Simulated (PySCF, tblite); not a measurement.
**C₄H₃BrN₂: dynamics, then NMR shifts on frames**

Aim: move C₄H₃BrN₂ (`Brc1ccnnc1`) away from its starting geometry and see how NMR shifts follow the geometry.

The runs use tblite 0.8.0 and PySCF 2.14.0, with density-fitted response routines of our own; the level of theory stands in each step. All values are computed, except where a source is named. Atoms count from 0, in the outputs and in this text.

## 1. The starting structure

10 atoms, charge 0, multiplicity 1; geometry from: GFN2-xTB.

Bonds of the start (Å): Br0–C1 1.90, C1–C2 1.38, C2–C3 1.40, C3–N4 1.32, N4–N5 1.30, N5–C6 1.32, C6–C1 1.40, C2–H7 1.08, C3–H8 1.08, C6–H9 1.08.

## 2. A short Langevin run with GFN2-xTB

The job: settings as JSON, then the geometry in Å.

```
{"job": {"kind": "md", "xc": "GFN2-xTB", "basis": "xTB", "temperature": 200, "steps": 2000, "every": 50, "frames": 5}, "charge": 0, "multiplicity": 1}
Br    -2.196829     1.835152     0.001893
C     -0.808028     0.538267    -0.121190
C      0.519083     0.910118    -0.205337
C      1.443734    -0.131320    -0.290889
N      1.092749    -1.400945    -0.292083
N     -0.156102    -1.735581    -0.211292
C     -1.102315    -0.825918    -0.127986
H      0.828589     1.943366    -0.204151
H      2.503930     0.064789    -0.360363
H     -2.115927    -1.193275    -0.063970
```

With the program's defaults for keys left out, this is: GFN2-xTB Langevin dynamics, gas phase.

Launch:

```bash
$ OMP_NUM_THREADS=1 python probes_run.py task.json out
```

The driver reads the jobs from task.json and runs them one after another.

Output:

```text
t/fs     T/K      E/eV
    0.0   169.5   -543.47153
   25.0    84.5   -543.33608
   50.0   174.7   -543.36438
   75.0   169.0   -543.32410
  100.0   163.9   -543.26710
  125.0   204.6   -543.25599
  150.0   203.5   -543.20416
  175.0   230.1   -543.19348
  200.0   263.1   -543.24046
  225.0   174.3   -543.11239
  250.0   236.2   -543.27613
  275.0   214.9   -543.20087
  300.0   183.1   -543.27380
  325.0   146.6   -543.19502
  350.0   223.0   -543.25608
  375.0   231.8   -543.26770
  400.0   195.6   -543.29530
  425.0   196.8   -543.21494
  450.0   202.6   -543.26301
  475.0   171.3   -543.29000
  500.0   174.7   -543.28398
  525.0   260.4   -543.30344
  550.0   199.7   -543.27097
  575.0   203.9   -543.28574
  600.0   153.6   -543.35899
  625.0   182.6   -543.35157
  650.0   180.9   -543.33649
  675.0   158.0   -543.26697
  700.0   187.9   -543.27612
  725.0   145.5   -543.29245
  750.0   213.2   -543.34578
  775.0   225.1   -543.36140
  800.0   180.7   -543.36463
  825.0   192.1   -543.31356
  850.0   163.7   -543.34592
  875.0   125.7   -543.35242
  900.0   126.4   -543.37250
  925.0   118.9   -543.31767
  950.0   168.4   -543.35717
  975.0   173.2   -543.29437
 1000.0   146.8   -543.32736
```

It took 9.7 s on 1 thread of Arm Neoverse V1, shared host; peak memory 0.18 GiB.

Distance from the start (root mean square after alignment): 0 fs 0.00 Å, 200 fs 0.12 Å, 400 fs 0.05 Å, 600 fs 0.06 Å, 800 fs 0.05 Å, 1000 fs 0.06 Å.

Positions (Å) and forces (eV/Å) at 1000 fs:

```xyz
10

Br   -2.455    1.968   -0.428    0.059    0.246   -0.235
C    -1.157    0.685    0.087    0.161    0.195    0.676
C     0.224    0.900   -0.043   -1.137    0.553   -0.422
C     1.014   -0.136    0.408    0.457   -0.059    0.701
N     0.514   -1.199    1.034    0.676    0.235   -0.465
N    -0.739   -1.325    1.210   -1.234   -0.392    0.594
C    -1.622   -0.421    0.815    0.991    0.216   -1.033
H     0.587    1.846   -0.472   -0.040   -0.709    0.160
H     2.097   -0.073    0.419   -0.110   -0.055   -0.221
H    -2.684   -0.570    0.946    0.179   -0.231    0.246
```

## 3. NMR shieldings: 250 fs, PBE0/pcSseg-1

The job: settings as JSON, then the geometry in Å.

```
{"job": {"kind": "nmr", "xc": "PBE0", "basis": "pcSseg-1", "pop": false}, "charge": 0, "multiplicity": 1}
Br    -2.261700     1.831800    -0.076800
C     -0.891200     0.461500    -0.007100
C      0.460800     0.820900    -0.144900
C      1.387000    -0.254800    -0.222700
N      1.004400    -1.544300    -0.232200
N     -0.251000    -1.836800    -0.155700
C     -1.205800    -0.891400    -0.013600
H      0.767800     1.819000    -0.131300
H      2.506400    -0.111200    -0.253400
H     -2.250400    -1.257100     0.067800
```

Method: GIAO PBE0/pcSseg-1 NMR shielding, non-relativistic, gas phase.

Output:

```text
coarse grid: 45712 points
cycle   1  E = -2836.8910701383  dE = -6.185e-02  |g| = 7.406e-01  |ddm| = 3.437e+00
cycle   2  E = -2836.8799872354  dE =  1.108e-02  |g| = 5.070e-01  |ddm| = 8.447e-01
cycle   3  E = -2836.8947606293  dE = -1.477e-02  |g| = 3.262e-01  |ddm| = 7.517e-01
cycle   4  E = -2836.9211833907  dE = -2.642e-02  |g| = 7.300e-02  |ddm| = 3.530e-01
cycle   5  E = -2836.9221801401  dE = -9.967e-04  |g| = 1.848e-02  |ddm| = 7.733e-02
cycle   6  E = -2836.9222603315  dE = -8.019e-05  |g| = 4.651e-03  |ddm| = 1.795e-02
cycle   7  E = -2836.9222637127  dE = -3.381e-06  |g| = 1.927e-03  |ddm| = 5.742e-03
final grid: 96008 points
cycle   8  E = -2836.9222351416  dE =  2.322e-06  |g| = 3.562e-03  |ddm| = 5.223e-03
cycle   9  E = -2836.9222261372  dE =  9.004e-06  |g| = 6.833e-03  |ddm| = 9.761e-03
cycle  10  E = -2836.9222384850  dE = -1.235e-05  |g| = 3.591e-04  |ddm| = 6.387e-03
cycle  11  E = -2836.9222385125  dE = -2.754e-08  |g| = 3.152e-05  |ddm| = 3.207e-04
cycle  12  E = -2836.9222385128  dE = -2.187e-10  |g| = 1.421e-05  |ddm| = 4.600e-05
converged SCF energy = -2836.9222385128

GIAO shielding tensors (ppm)
atom      isotropic    diamagn.    paramagn.     s11        s22        s33       span
  0 Br    1923.095    3121.459   -1198.364   1394.751   1506.888   2867.647   1472.896
  1 C       28.934     256.624    -227.690    -62.505     27.720    121.586    184.091
  2 C       48.557     251.856    -203.299    -63.905     48.368    161.209    225.114
  3 C       23.624     250.888    -227.263    -96.672     35.585    131.961    228.633
  4 N     -203.097     321.185    -524.282   -637.324   -217.778    245.811    883.135
  5 N     -221.793     320.916    -542.709   -665.341   -215.503    215.464    880.805
  6 C       24.304     246.608    -222.304    -99.372     43.423    128.860    228.232
  7 H       24.388      31.821      -7.433     20.709     20.949     31.506     10.797
  8 H       21.517      27.599      -6.082     18.735     19.396     26.420      7.685
  9 H       21.440      27.926      -6.486     16.848     18.144     29.329     12.482
```

Run time: 15 s. Hardware: 1 thread of Arm Neoverse V1, shared host; peak memory 0.77 GiB.

Shifts follow as δ = σ(reference) − σ, with reference shieldings (ppm) from runs at the same level and on the same kind of geometry: 1H TMS 31.72, 13C TMS 186.9, 15N NH3 267.7, 79Br HBr 2622. The references are single molecules in the gas phase, so shifts against H2O, NH3, PH3, H3PO4 or CFCl3 are not on the usual liquid scales and can be off by tens of ppm. Each atom is listed at this fixed geometry, with no averaging over motion; a spectrum would average atoms that exchange fast.

```tsv
atoms	environment	σ (ppm)	δ (ppm)
C3	aromatic CH next to a ring nitrogen	23.6	163.3
C6	aromatic CH next to a ring nitrogen	24.3	162.6
C1	aromatic carbon bearing bromine	28.9	158.0
C2	aromatic CH	48.6	138.4
H9	hydrogen on an aromatic CH next to a ring nitrogen	21.44	10.28
H8	hydrogen on an aromatic CH next to a ring nitrogen	21.52	10.20
H7	hydrogen on an aromatic CH	24.39	7.33
Br0	bromine bonded to C	1923	699
N5	pyridine-type ring nitrogen	-221.8	489.5
N4	pyridine-type ring nitrogen	-203.1	470.8
```

Ring of atoms C1, C2, C3, N4, N5, C6: NICS(0) -6.2, NICS(1) -11.1, NICS(1)zz -26.8 ppm (means of both faces).

## 4. Shielding tensors: 425 fs, PBE0/pcSseg-1

The job: settings as JSON, then the geometry in Å.

```
{"job": {"kind": "nmr", "xc": "PBE0", "basis": "pcSseg-1", "pop": false}, "charge": 0, "multiplicity": 1}
Br    -2.114600     1.760900    -0.060800
C     -0.838900     0.412600    -0.146600
C      0.532400     0.603400     0.086900
C      1.359500    -0.470200    -0.020300
N      0.854500    -1.654500    -0.295100
N     -0.416000    -1.890200    -0.394100
C     -1.283900    -0.911600    -0.273600
H      0.936000     1.615600     0.072800
H      2.478000    -0.415000     0.134400
H     -2.341100    -1.119400    -0.479800
```

Method: GIAO PBE0/pcSseg-1 NMR shielding, non-relativistic, gas phase.

Output:

```text
coarse grid: 45712 points
cycle   1  E = -2836.8855722007  dE =  1.652e-01  |g| = 7.478e-01  |ddm| = 3.476e+00
cycle   2  E = -2836.8707771352  dE =  1.480e-02  |g| = 5.366e-01  |ddm| = 9.398e-01
cycle   3  E = -2836.8916350800  dE = -2.086e-02  |g| = 3.248e-01  |ddm| = 8.109e-01
cycle   4  E = -2836.9177463809  dE = -2.611e-02  |g| = 7.076e-02  |ddm| = 3.547e-01
cycle   5  E = -2836.9186381054  dE = -8.917e-04  |g| = 1.594e-02  |ddm| = 7.563e-02
cycle   6  E = -2836.9186953720  dE = -5.727e-05  |g| = 5.001e-03  |ddm| = 1.873e-02
cycle   7  E = -2836.9186998303  dE = -4.458e-06  |g| = 1.933e-03  |ddm| = 5.767e-03
final grid: 96008 points
cycle   8  E = -2836.9187066993  dE =  2.223e-06  |g| = 3.515e-03  |ddm| = 5.459e-03
cycle   9  E = -2836.9186984049  dE =  8.294e-06  |g| = 6.634e-03  |ddm| = 9.843e-03
cycle  10  E = -2836.9187099198  dE = -1.151e-05  |g| = 3.669e-04  |ddm| = 6.401e-03
cycle  11  E = -2836.9187099496  dE = -2.986e-08  |g| = 2.981e-05  |ddm| = 3.767e-04
cycle  12  E = -2836.9187099498  dE = -1.837e-10  |g| = 1.347e-05  |ddm| = 4.529e-05
converged SCF energy = -2836.9187099498

GIAO shielding tensors (ppm)
atom      isotropic    diamagn.    paramagn.     s11        s22        s33       span
  0 Br    2067.828    3121.476   -1053.648   1682.143   1714.024   2807.317   1125.174
  1 C       34.679     257.523    -222.843    -67.227     34.013    137.252    204.479
  2 C       56.349     252.258    -195.909    -51.072     57.306    162.814    213.886
  3 C       31.427     251.355    -219.928    -96.068     51.899    138.450    234.518
  4 N     -213.587     321.266    -534.853   -709.588   -190.476    259.303    968.891
  5 N     -203.401     320.438    -523.840   -642.625   -201.558    233.979    876.603
  6 C       24.106     247.878    -223.772   -101.567     47.813    126.071    227.637
  7 H       24.372      30.243      -5.871     19.811     22.230     31.075     11.265
  8 H       21.330      27.496      -6.165     18.367     19.121     26.504      8.136
  9 H       21.700      28.679      -6.980     16.447     18.440     30.212     13.765
```

Run time: 14 s. Hardware: 1 thread of Arm Neoverse V1, shared host; peak memory 0.79 GiB.

This run: δ C6 162.8, C3 155.5, C1 152.2, C2 130.6, H8 10.39, H9 10.02 ppm.

## 5. Nuclear shieldings: 625 fs, PBE0/pcSseg-1

The job: settings as JSON, then the geometry in Å.

```
{"job": {"kind": "nmr", "xc": "PBE0", "basis": "pcSseg-1", "pop": false}, "charge": 0, "multiplicity": 1}
Br    -1.875400     1.793400    -0.047700
C     -0.715200     0.241400     0.043800
C      0.644300     0.360800     0.161500
C      1.364900    -0.802200     0.171200
N      0.774500    -1.989700     0.046700
N     -0.482400    -2.094200     0.025900
C     -1.255100    -1.034900    -0.032300
H      1.066500     1.343200     0.295100
H      2.420000    -0.881600     0.151900
H     -2.324500    -1.245300    -0.073700
```

With the program's defaults for keys left out, this is: GIAO PBE0/pcSseg-1 NMR shielding, non-relativistic, gas phase.

Output:

```text
coarse grid: 45712 points
cycle   1  E = -2836.8899841223  dE =  2.190e-01  |g| = 7.425e-01  |ddm| = 3.516e+00
cycle   2  E = -2836.8771563075  dE =  1.283e-02  |g| = 5.175e-01  |ddm| = 9.432e-01
cycle   3  E = -2836.8948520256  dE = -1.770e-02  |g| = 3.228e-01  |ddm| = 8.105e-01
cycle   4  E = -2836.9207748050  dE = -2.592e-02  |g| = 6.938e-02  |ddm| = 3.592e-01
cycle   5  E = -2836.9216285653  dE = -8.538e-04  |g| = 1.567e-02  |ddm| = 7.393e-02
cycle   6  E = -2836.9216838819  dE = -5.532e-05  |g| = 4.889e-03  |ddm| = 1.847e-02
cycle   7  E = -2836.9216882019  dE = -4.320e-06  |g| = 1.782e-03  |ddm| = 5.749e-03
final grid: 96008 points
cycle   8  E = -2836.9217267544  dE =  1.666e-06  |g| = 3.119e-03  |ddm| = 4.987e-03
cycle   9  E = -2836.9217208463  dE =  5.908e-06  |g| = 5.667e-03  |ddm| = 8.594e-03
cycle  10  E = -2836.9217292931  dE = -8.447e-06  |g| = 3.478e-04  |ddm| = 5.539e-03
cycle  11  E = -2836.9217293199  dE = -2.680e-08  |g| = 2.867e-05  |ddm| = 3.195e-04
cycle  12  E = -2836.9217293201  dE = -1.692e-10  |g| = 1.262e-05  |ddm| = 4.108e-05
converged SCF energy = -2836.9217293201

GIAO shielding tensors (ppm)
atom      isotropic    diamagn.    paramagn.     s11        s22        s33       span
  0 Br    1937.033    3121.849   -1184.816   1375.865   1541.942   2893.293   1517.427
  1 C       31.181     257.398    -226.216    -58.183     30.322    121.405    179.588
  2 C       57.701     251.131    -193.430    -48.846     58.089    163.861    212.707
  3 C       34.191     249.528    -215.337    -86.501     45.621    143.452    229.953
  4 N     -200.120     321.157    -521.277   -666.703   -194.973    261.317    928.020
  5 N     -198.737     321.133    -519.870   -636.282   -195.124    235.195    871.477
  6 C       31.571     245.969    -214.398    -84.648     49.217    130.143    214.791
  7 H       24.240      30.757      -6.518     19.468     21.999     31.253     11.785
  8 H       22.514      29.613      -7.099     19.333     20.137     28.071      8.738
  9 H       21.991      28.611      -6.621     17.600     18.303     30.070     12.470
```

Wall time 14 s (1 thread of Arm Neoverse V1, shared host); peak memory 0.78 GiB.

Key values: δ C1 155.7, C6 155.4, C3 152.7, C2 129.2, H9 9.73, H8 9.20 ppm.

## 6. NMR shieldings: 800 fs, PBE0/pcSseg-1

The job: settings as JSON, then the geometry in Å.

```
{"job": {"kind": "nmr", "xc": "PBE0", "basis": "pcSseg-1", "pop": false}, "charge": 0, "multiplicity": 1}
Br    -2.129800     1.884600    -0.186500
C     -0.855800     0.465300     0.181700
C      0.496000     0.764900     0.267400
C      1.315700    -0.344500     0.472100
N      0.826100    -1.552000     0.524200
N     -0.431500    -1.824900     0.506500
C     -1.314400    -0.817100     0.361400
H      0.852400     1.791900     0.179500
H      2.398500    -0.214300     0.465100
H     -2.350000    -1.110900     0.274000
```

Method: GIAO PBE0/pcSseg-1 NMR shielding, non-relativistic, gas phase.

Output:

```text
coarse grid: 45712 points
cycle   1  E = -2836.8932125474  dE =  9.989e-02  |g| = 7.375e-01  |ddm| = 3.468e+00
cycle   2  E = -2836.8847640212  dE =  8.449e-03  |g| = 4.914e-01  |ddm| = 8.640e-01
cycle   3  E = -2836.8985176552  dE = -1.375e-02  |g| = 3.129e-01  |ddm| = 7.366e-01
cycle   4  E = -2836.9229297065  dE = -2.441e-02  |g| = 6.635e-02  |ddm| = 3.406e-01
cycle   5  E = -2836.9237033725  dE = -7.737e-04  |g| = 1.645e-02  |ddm| = 6.971e-02
cycle   6  E = -2836.9237620120  dE = -5.864e-05  |g| = 5.556e-03  |ddm| = 1.793e-02
cycle   7  E = -2836.9237676472  dE = -5.635e-06  |g| = 2.134e-03  |ddm| = 6.924e-03
final grid: 96008 points
cycle   8  E = -2836.9237722975  dE =  2.718e-06  |g| = 3.935e-03  |ddm| = 5.768e-03
cycle   9  E = -2836.9237618489  dE =  1.045e-05  |g| = 7.551e-03  |ddm| = 1.078e-02
cycle  10  E = -2836.9237761857  dE = -1.434e-05  |g| = 4.016e-04  |ddm| = 7.089e-03
cycle  11  E = -2836.9237762234  dE = -3.770e-08  |g| = 4.247e-05  |ddm| = 3.488e-04
cycle  12  E = -2836.9237762238  dE = -3.811e-10  |g| = 2.107e-05  |ddm| = 6.453e-05
converged SCF energy = -2836.9237762238

GIAO shielding tensors (ppm)
atom      isotropic    diamagn.    paramagn.     s11        s22        s33       span
  0 Br    1925.006    3121.600   -1196.594   1334.705   1537.514   2902.798   1568.093
  1 C       32.488     257.619    -225.131    -56.553     31.202    122.814    179.366
  2 C       50.920     252.874    -201.954    -61.936     56.343    158.352    220.287
  3 C       36.662     251.297    -214.635    -79.091     48.633    140.444    219.534
  4 N     -200.463     321.841    -522.304   -667.230   -194.647    260.488    927.718
  5 N     -214.448     320.555    -535.002   -662.706   -205.355    224.718    887.425
  6 C       23.084     246.774    -223.691   -107.335     45.361    131.224    238.559
  7 H       23.791      30.527      -6.735     19.647     21.002     30.725     11.078
  8 H       22.110      28.628      -6.518     19.017     19.346     27.968      8.951
  9 H       21.708      29.072      -7.364     16.446     18.751     29.927     13.481
```

Run time: 14 s. Hardware: 1 thread of Arm Neoverse V1, shared host; peak memory 0.86 GiB.

This run: δ C6 163.8, C1 154.4, C3 150.3, C2 136.0, H9 10.01, H8 9.61 ppm.

## 7. Shielding tensors: 1000 fs, PBE0/pcSseg-1

The job: settings as JSON, then the geometry in Å.

```
{"job": {"kind": "nmr", "xc": "PBE0", "basis": "pcSseg-1", "pop": false}, "charge": 0, "multiplicity": 1}
Br    -2.455300     1.967600    -0.428100
C     -1.157000     0.684600     0.087400
C      0.224400     0.900000    -0.043400
C      1.013800    -0.135800     0.408200
N      0.514500    -1.198700     1.034400
N     -0.738500    -1.324900     1.209800
C     -1.622100    -0.421400     0.814500
H      0.587100     1.846000    -0.472400
H      2.096600    -0.073000     0.418700
H     -2.683600    -0.569700     0.946100
```

Method: GIAO PBE0/pcSseg-1 NMR shielding, non-relativistic, gas phase.

Output:

```text
coarse grid: 45712 points
cycle   1  E = -2836.8904626727  dE =  1.271e-01  |g| = 7.414e-01  |ddm| = 3.473e+00
cycle   2  E = -2836.8762104719  dE =  1.425e-02  |g| = 5.221e-01  |ddm| = 9.290e-01
cycle   3  E = -2836.8940493807  dE = -1.784e-02  |g| = 3.298e-01  |ddm| = 8.160e-01
cycle   4  E = -2836.9213677462  dE = -2.732e-02  |g| = 6.741e-02  |ddm| = 3.606e-01
cycle   5  E = -2836.9221517058  dE = -7.840e-04  |g| = 1.609e-02  |ddm| = 7.152e-02
cycle   6  E = -2836.9222100408  dE = -5.833e-05  |g| = 4.778e-03  |ddm| = 1.782e-02
cycle   7  E = -2836.9222140521  dE = -4.011e-06  |g| = 1.559e-03  |ddm| = 5.201e-03
final grid: 96008 points
cycle   8  E = -2836.9221923900  dE =  1.154e-06  |g| = 2.655e-03  |ddm| = 4.417e-03
cycle   9  E = -2836.9221882353  dE =  4.155e-06  |g| = 4.765e-03  |ddm| = 7.203e-03
cycle  10  E = -2836.9221942037  dE = -5.968e-06  |g| = 3.684e-04  |ddm| = 4.630e-03
cycle  11  E = -2836.9221942335  dE = -2.982e-08  |g| = 3.111e-05  |ddm| = 3.523e-04
cycle  12  E = -2836.9221942337  dE = -2.119e-10  |g| = 1.352e-05  |ddm| = 4.703e-05
converged SCF energy = -2836.9221942337

GIAO shielding tensors (ppm)
atom      isotropic    diamagn.    paramagn.     s11        s22        s33       span
  0 Br    2004.415    3121.135   -1116.720   1539.820   1626.458   2846.968   1307.147
  1 C       29.186     256.757    -227.571    -68.608     27.152    129.014    197.621
  2 C       51.276     252.267    -200.991    -61.582     57.063    158.347    219.929
  3 C       32.833     249.975    -217.143    -87.708     43.575    142.631    230.339
  4 N     -193.773     321.333    -515.106   -648.539   -188.453    255.674    904.213
  5 N     -214.712     320.805    -535.517   -694.216   -188.416    238.495    932.711
  6 C       25.541     248.416    -222.875   -102.776     52.964    126.434    229.210
  7 H       23.596      29.803      -6.207     19.305     21.127     30.356     11.051
  8 H       22.254      29.293      -7.040     19.291     19.682     27.789      8.498
  9 H       21.643      29.193      -7.550     15.768     18.614     30.548     14.780
```

Wall time 14 s (1 thread of Arm Neoverse V1, shared host); peak memory 0.79 GiB.

In short: δ C6 161.4, C1 157.7, C3 154.1, C2 135.6, H9 10.07, H8 9.46 ppm.

## 8. Run by run: NMR shifts

Shifts (ppm) of some atoms, chosen among heavy atoms and hydrogens apart, with basis size and wall time:

```tsv
frame	C3	C2	H8	H7	Br0	N5	N4	functions	time
250 fs	163.3	138.4	10.20	7.33	699	489.5	470.8	158	15 s
425 fs	155.5	130.6	10.39	7.34	554	471.1	481.3	158	14 s
625 fs	152.7	129.2	9.20	7.48	685	466.5	467.8	158	14 s
800 fs	150.3	136.0	9.61	7.93	697	482.2	468.2	158	14 s
1000 fs	154.1	135.6	9.46	8.12	618	482.4	461.5	158	14 s
```

## 9. What came out

```
                                       quantity                           value
                                     thermostat                           200 K
                  mean temperature, second half                           175 K
        mean potential energy above the minimum                         0.15 eV
 13C shifts against TMS (PBE0/pcSseg-1, 250 fs)  163.3, 162.6, 158.0, 138.4 ppm
  1H shifts against TMS (PBE0/pcSseg-1, 250 fs)          10.28, 10.20, 7.33 ppm
79Br shifts against HBr (PBE0/pcSseg-1, 250 fs)                         699 ppm
 15N shifts against NH3 (PBE0/pcSseg-1, 250 fs)                489.5, 470.8 ppm
                      range of the shift of Br0                  554 to 699 ppm
```

What this shows: In the second half the potential energy averages 0.15 eV above the minimum; equipartition over 24 harmonic modes at 200 K would give 0.21 eV. With 10 atoms the temperature swings widely (84 to 263 K). C1 stands next to heavy halogen, whose spin-orbit shielding this run leaves out, so the computed shift lies too far downfield, most of all for carbon beside Br or I. Shifts at one fixed geometry are not the observed spectrum, which averages over the motion. In the first frame run (250 fs): Shielding is most anisotropic at Br0 (span 1473 ppm, paramagnetic term -1198 ppm). NICS(1)zz of -27 ppm above the planar ring from C1 marks a diatropic (aromatic) ring current. Across the 5 runs the shift of Br0 moves most, between 554 (425 fs) and 699 ppm (250 fs). Spin-orbit coupling is left out, which matters for shieldings and couplings at and beside the heavy atoms.
